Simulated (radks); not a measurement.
# Mn⁴⁺ in [Ar] 3d2.5 4p0.5: an all-electron calculation

An exercise on one series of results from a longer session: the logs are not shown, and one member is left open.

Program: radks (a radial shooting solver on a logarithmic mesh, Libxc functionals) version 1. Level of theory: non-relativistic Kohn-Sham, PBE, spin-polarised, spherical densities, point nucleus; open shells are filled with parallel spins first. These are calculated values, not measurements, unless marked.

### The atom as given

- element: manganese (Z = 25)
- charge: +4
- electrons: 21
- configuration: [Ar] 3d2.5 4p0.5

Set-up of the first run:

Settings of this run:

```text
Z 25
configuration [Ar] 3d2.5 4p0.5
relativity non-relativistic
functional pbe,pbe
spin polarised
nucleus point
```

Launch:

```
> python run_ks.py task.json out
```

The same process makes all the runs of this session.

One of the session's tables, all rows but one given; the rest of the session is left out.

It belongs to the step «Orbitals and density». From the orbitals of this run (lengths in bohr):

```
  level      <r>  outermost maximum (interpolated)  90 % within  nodes
  1s up  0.06157                            0.0405        0.110      0
1s down  0.06157                            0.0405        0.110      0
  2s up   0.2826                             0.235        0.438      1
2s down        ?                                 ?            ?      ?
  2p up   0.2485                             0.190        0.407      0
2p down   0.2480                             0.189        0.406      0
  3s up   0.8344                             0.734         1.24      2
3s down   0.8367                             0.735         1.24      2
  3p up   0.8639                             0.741         1.31      1
3p down   0.8675                             0.742         1.32      1
  3d up   0.9356                             0.705         1.52      0
3d down   0.9464                             0.710         1.55      0
  4p up    2.342                              2.14         3.39      2
```

Estimate the missing values for 2s down.

**Answer.** <r>: 0.2822; outermost maximum (interpolated): 0.235; 90 % within: 0.437; nodes: 1. In the column «<r>» it lies between 2p up (0.2485) and 2s up (0.2826).
